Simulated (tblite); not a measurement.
# C34H20 ([8]helicene): the cost of one run

Programs: tblite 0.8.0 and PySCF 2.14.0, with routines of our own; each step states its level. All values are computed. Atoms count from 0.

## Step 1: The starting structure

54 atoms, charge 0, multiplicity 1; geometry from: force field, distance geometry or constructed start.

## Step 2: Optimising the geometry with GFN2-xTB

What the job is given:

```
{"job": {"kind": "relax", "xc": "GFN2-xTB", "basis": "xTB"}, "charge": 0, "multiplicity": 1}
C      3.141700     3.227400    -0.039700
C      3.382700     2.100500    -0.802900
C      2.840100     0.867900    -0.413400
C      1.989200     0.725400     0.706800
C      1.842300     1.878000     1.524700
C      2.377100     3.115600     1.120800
C      1.194900     1.790000     2.745300
C      0.783200     0.556400     3.227700
C      0.902600    -0.599700     2.442200
C      0.573300    -1.821400     3.026600
C      0.739900    -2.999700     2.313400
C      1.060800    -2.968800     0.960000
C      1.238600    -4.180000     0.304900
C      1.553000    -4.202300    -1.051800
C      1.501800    -3.022000    -1.795700
C      1.824300    -3.093300    -3.142900
C      1.789700    -1.949800    -3.929000
C      1.255000    -0.773400    -3.420700
C      1.251700     0.357800    -4.238100
C      0.716200     1.551000    -3.788600
C      0.010100     1.600400    -2.587200
C     -0.571300     2.812800    -2.216600
C     -1.375200     2.904600    -1.085700
C     -1.717200     1.747800    -0.382900
C     -2.645000     1.848600     0.667500
C     -3.103900     0.708400     1.330600
C     -2.640700    -0.531800     0.925100
C     -1.698000    -0.628500    -0.100700
C     -1.144000     0.504200    -0.750800
C     -0.122400     0.435800    -1.779600
C      0.741300    -0.712000    -2.101100
C      1.136200    -1.794400    -1.194100
C      1.197400    -1.733800     0.268800
C      1.363600    -0.533800     1.105100
H      3.555200     4.190100    -0.332700
H      4.007400     2.159200    -1.688100
H      3.100000     0.004800    -1.019500
H      2.233500     4.005200     1.733300
H      1.074800     2.659600     3.381700
H      0.358400     0.504500     4.231000
H      0.258500    -1.879100     4.067600
H      0.584800    -3.948900     2.833100
H      1.199100    -5.122500     0.836900
H      1.779600    -5.156500    -1.521500
H      2.156700    -4.024100    -3.597500
H      2.132800    -2.009000    -4.963200
H      1.706700     0.328200    -5.230300
H      0.786200     2.431200    -4.426100
H     -0.403800     3.710600    -2.806400
H     -1.802100     3.865200    -0.824800
H     -3.049300     2.805600     0.962800
H     -3.818600     0.795800     2.129300
H     -3.012000    -1.437400     1.402900
H     -1.412300    -1.631400    -0.415600
```

On the command line:

```
$ OMP_NUM_THREADS=2 python large_run.py task.json out
```

One launch serves the whole session: the jobs run in the order shown.

**Question.** How long does this first job take on 2 threads of Arm Neoverse V2, shared host, and how much memory does it need?

About 3 s, with a peak of 0.17 GiB.
